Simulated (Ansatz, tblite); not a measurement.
# The cluster Zn12H30Se12: rung by rung

One table from this session's results is given with a row withheld; the runs are named, their logs left out.

Method: as each input shows; program: Ansatz 0.2.0, Gaussian basis.

Plan: GFN1-xTB, GFN2-xTB, PBE-D4/def2-SVP, r2SCAN-D4/def2-SVP, HF/def2-SVP, PBE0-D4/def2-TZVP, PBE-D4/def2-TZVP, HF/6-31G, B3LYP-D4/6-31G, MP2/def2-SVP, RPA/def2-SVP.

1 further run of the same task is left out (set aside as unsound or not needed). Runs told in other sessions of the task aren't counted.

**The geometry**

The geometry is that of the singlet, from an earlier relaxation (PBE-D4/def2-SVP).

54 atoms, charge 0, spin multiplicity 1.

Bond lengths: Zn1–Se5 2.547 Å, Zn1–H26 1.555 Å, Zn1–H29 1.692 Å, Se2–Zn7 2.670 Å, Se2–H27 1.482 Å, Se2–H28 1.497 Å, Zn3–Se4 2.464 Å, Zn3–Se5 2.510 Å, Zn3–Se14 2.462 Å, Zn3–H29 1.756 Å, Se4–Zn9 2.465 Å, Se4–H31 1.497 Å, Se5–Zn6 2.482 Å, Se5–Zn15 2.489 Å, Zn6–Se8 2.663 Å, Zn6–Se10 2.475 Å, Zn6–H32 1.581 Å, Zn7–Se8 2.537 Å and more. Angles: Se5–Zn1–H26 125.6°, Se5–Zn1–H29 99.0°, H26–Zn1–H29 135.0°, Zn7–Se2–H27 98.9°, Zn7–Se2–H28 92.0°, H27–Se2–H28 91.4°, Se4–Zn3–Se5 115.2°, Se4–Zn3–Se14 114.0°, Se4–Zn3–H29 106.5°, Se5–Zn3–Se14 112.7°, Se5–Zn3–H29 98.6°, Se14–Zn3–H29 108.2°, Zn3–Se4–Zn9 98.6°, Zn3–Se4–H31 91.5°, Zn9–Se4–H31 91.1°, Zn1–Se5–Zn3 62.8°, Zn1–Se5–Zn6 112.1°, Zn1–Se5–Zn15 118.1° and more.

PBE0-D4/def2-SVP was run before; its log isn't repeated, and its numbers join the tables.

The first run:

Tight binding, by tblite at 300 K electronic temperature and without a spin-polarisation term:

```python
tblite.interface.Calculator('GFN1-xTB', numbers, positions, charge=0, uhf=0).singlepoint()
```

Tight binding, by tblite at 300 K electronic temperature and without a spin-polarisation term:

```python
tblite.interface.Calculator('GFN2-xTB', numbers, positions, charge=0, uhf=0).singlepoint()
```

start.molden holds the orbitals of an earlier run on this state, given as this run's starting guess.

Contents of in.yaml:

```yaml
crystal:
  periodic: [false, false, false]
  atoms:
    - {symbol: Zn, position_ang: [0.034057, -4.514748, -1.842568]}
    - {symbol: Se, position_ang: [0.178557, -4.515494, 2.030963]}
    - {symbol: Zn, position_ang: [0.046505, -2.164099, -3.031411]}
    - {symbol: Se, position_ang: [-2.021505, -1.196616, -3.958162]}
    - {symbol: Se, position_ang: [0.116835, -2.334931, -0.528067]}
    - {symbol: Zn, position_ang: [-2.142990, -1.376518, -0.162324]}
    - {symbol: Zn, position_ang: [0.094291, -2.351681, 3.592200]}
    - {symbol: Se, position_ang: [-1.809209, -1.108440, 2.466084]}
    - {symbol: Zn, position_ang: [-1.818029, 1.072602, -3.018127]}
    - {symbol: Se, position_ang: [-1.946247, 1.066314, -0.510582]}
    - {symbol: Zn, position_ang: [-3.902698, 2.079995, -1.769760]}
    - {symbol: Zn, position_ang: [-1.932259, 1.164705, 3.582706]}
    - {symbol: Se, position_ang: [-3.673523, 2.437624, 2.008545]}
    - {symbol: Se, position_ang: [2.110139, -1.212796, -3.978397]}
    - {symbol: Zn, position_ang: [2.334581, -1.258382, -0.183675]}
    - {symbol: Se, position_ang: [1.979884, -1.093330, 2.433262]}
    - {symbol: Zn, position_ang: [1.888957, 1.055620, -3.058585]}
    - {symbol: Se, position_ang: [0.025458, 2.385922, -3.975070]}
    - {symbol: Se, position_ang: [1.978391, 1.180403, -0.555350]}
    - {symbol: Zn, position_ang: [-0.014657, 2.599556, -0.171502]}
    - {symbol: Zn, position_ang: [2.167375, 1.196979, 3.537330]}
    - {symbol: Se, position_ang: [0.108245, 2.193737, 2.446640]}
    - {symbol: Zn, position_ang: [3.822136, 2.357053, -1.845709]}
    - {symbol: Se, position_ang: [4.103810, 2.023427, 1.900752]}
    - {symbol: H, position_ang: [-2.309252, -4.766164, -1.835457]}
    - {symbol: H, position_ang: [0.161905, -5.941483, -1.237143]}
    - {symbol: H, position_ang: [-1.209591, -4.478872, 1.512789]}
    - {symbol: H, position_ang: [-0.228875, -5.409788, 3.160873]}
    - {symbol: H, position_ang: [0.009330, -3.877934, -3.410087]}
    - {symbol: H, position_ang: [-2.454213, -4.047321, -1.575234]}
    - {symbol: H, position_ang: [-2.812127, -1.650103, -2.770678]}
    - {symbol: H, position_ang: [-3.394428, -2.194592, -0.677872]}
    - {symbol: H, position_ang: [0.129956, -2.735791, 5.107058]}
    - {symbol: H, position_ang: [-2.916100, -1.749851, 3.220765]}
    - {symbol: H, position_ang: [-3.308417, 1.941973, -3.348861]}
    - {symbol: H, position_ang: [-5.291553, 2.405041, -1.145773]}
    - {symbol: H, position_ang: [-3.194842, 4.290985, -1.580184]}
    - {symbol: H, position_ang: [-2.270178, 1.368384, 5.095777]}
    - {symbol: H, position_ang: [-4.494267, 1.313590, 1.499742]}
    - {symbol: H, position_ang: [-4.632035, 2.680856, 3.133534]}
    - {symbol: H, position_ang: [2.892830, -1.642627, -2.772644]}
    - {symbol: H, position_ang: [4.817377, 0.142447, -1.485578]}
    - {symbol: H, position_ang: [3.657154, -1.881239, -0.784849]}
    - {symbol: H, position_ang: [3.114742, -1.740436, 3.138854]}
    - {symbol: H, position_ang: [3.388130, 1.900065, -3.416215]}
    - {symbol: H, position_ang: [0.038451, 3.284644, -2.775657]}
    - {symbol: H, position_ang: [-2.471747, 4.050597, -1.424493]}
    - {symbol: H, position_ang: [-0.135885, 4.069408, -0.738513]}
    - {symbol: H, position_ang: [2.545321, 1.410505, 5.039122]}
    - {symbol: H, position_ang: [0.083813, 3.481277, 3.186300]}
    - {symbol: H, position_ang: [5.387004, 0.642728, -1.657242]}
    - {symbol: H, position_ang: [4.800069, 3.408194, -1.243085]}
    - {symbol: H, position_ang: [4.828390, 2.746652, 2.993905]}
    - {symbol: H, position_ang: [3.540904, 3.291942, 1.381693]}
basis:
  gaussian: {orbitals: def2-SVP, fitting: {mean_field: def2-universal-jkfit}, initial_orbitals: start.molden}
hamiltonian: {xc: pbe, dispersion: d4}
scf: {omitted_lower_state_checks: [starts]}
output: {forces: true, orbitals: {seedname: orbitals}}
```

Launch:

```sh
ansatz run in.yaml --threads 11 --pin off --events-out ev --progress --plain --max-ram 110592MiB --backend cuda --devices 0, --max-vram 75GiB
```

Among the steps run: PBE-D4/def2-SVP; r2SCAN-D4/def2-SVP; HF/def2-SVP; PBE0-D4/def2-TZVP; PBE-D4/def2-TZVP; HF/6-31G; B3LYP-D4/6-31G; MP2/def2-SVP; RPA/def2-SVP.

One table of the session follows, with a row left open; its other results are not shown here.

It belongs to the step «Binding energy». 

```
             level  binding an atom (eV)
          HF/6-31G                 1.457
       HF/def2-SVP                 1.536
   PBE-D4/def2-SVP                 2.321
  PBE-D4/def2-TZVP                 2.228
r2SCAN-D4/def2-SVP                 2.385
    B3LYP-D4/6-31G                 2.302
  PBE0-D4/def2-SVP                 2.304
 PBE0-D4/def2-TZVP                     ?
      MP2/def2-SVP                 2.114
```

**Question.** Estimate the row for PBE0-D4/def2-TZVP.

As computed: binding an atom (eV): 2.233. In the column «binding an atom (eV)» it lies between PBE-D4/def2-TZVP (2.228) and B3LYP-D4/6-31G (2.302).

Limits of these values: Free atoms were run apart at each level; binding is atoms less cluster, divided by the number of atoms, without zero-point or spin-orbit terms.
